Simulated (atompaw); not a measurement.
# Tin: generating and testing a PAW (atompaw) potential

Task: generate the file, and judge it by its logarithmic derivatives, its ghosts and its cutoff.

Method: atompaw 4.2.0.5, LDA (PW92), scalar-relativistic.

## (1) The atom and the settings

The settings as typed:

```
element                 : tin (Sn, Z = 50)
type                    : PAW
frozen core             : [Kr] 4d10
valence charge          : 4
reference configuration : 5s2 5p2
partial waves           : 5s (bound): rc 2.30 bohr; 5s channel at 3.75 Ry: rc 2.30 bohr; 5p (bound): rc 1.95 bohr; 5p channel at 0.5 Ry: rc 1.95 bohr
local potential         : bessel scheme, radius 1.55 bohr
core correction         : smooth core density matched at 1.45 bohr
augmentation charge     : sinc compensation charge, radius 2.30 bohr; PAW radius 2.30 bohr; waves and projectors: custom polynom vanderbiltortho
```

The outer shells as boxes (Hund's rule for the drawing; the calculation is spin-unpolarised):

```
[Kr] core
4d [↑↓][↑↓][↑↓][↑↓][↑↓]
5s [↑↓]
5p [↑ ][↑ ][  ]
```

An earlier all-electron run gives the scale for the radii.

All-electron outer shells of the reference configuration (LDA (PW92), scalar-relativistic, ld1.x):

```csv
shell,level (eV),outermost node (bohr),outermost maximum (bohr)
4p,-89.56,0.41,0.79
4d,-25.90,0.39,0.88
5s,-10.81,0.98,2.01
5p,-3.87,1.09,2.55
```

## (2) Generation

Contents of Sn.input:

```
Sn 50
LDA-PW scalarrelativistic loggrid 1500 logderivrange -3 5 201
5 5 4 0 0 0
5 1 2
0 0 0
c
c
c
c
v
c
c
c
v
c
c
1
2.30 2.30 1.55 1.45
y
3.75
n
y
0.5
n
custom polynom vanderbiltortho sinc
bessel
2.30
2.30
1.95
1.95
PWSCFOUT
UPFDX 0.0125d0 UPFXMIN -7.d0 UPFZMESH 50.d0
END
```

On the command line:

```console
atompaw < Sn.input > Sn.log
```

Before running it: what results should come out? Wanted: cutoffs for 10 and 1 mRy, occupied levels; bound ghosts; largest phase difference near zero energy, channels read; lowest eigenvalue of the overlap; share of valence orbitals outside the PAW sphere; UPF file.

The runs gave:

| quantity | value |
| --- | --- |
| cutoffs for 10 and 1 mRy, occupied levels | 18 Ry and 21 Ry |
| bound ghosts | s at -141.94 eV, p at -60.94 eV |
| largest phase difference near zero energy, channels read | 0.000 rad |
| lowest eigenvalue of the overlap (Bessel basis) | 0.014 (s) |
| share of valence orbitals outside the PAW sphere | 5s 48 %, 5p 75 % |
| UPF file | written |

It has a bound ghost (s, p), a state that the atom doesn't have, and that rules the file out. It counts as soft on the atom at that tolerance, with 18 Ry needed at the looser tolerance. The slowest occupied level is 5p: taken alone it needs 18 Ry to come within 1 mRy, against 10 Ry for 5s. Near zero energy the phases of the channels with partial waves agree within 0.001 rad. All of this concerns the isolated atom, not yet a solid.
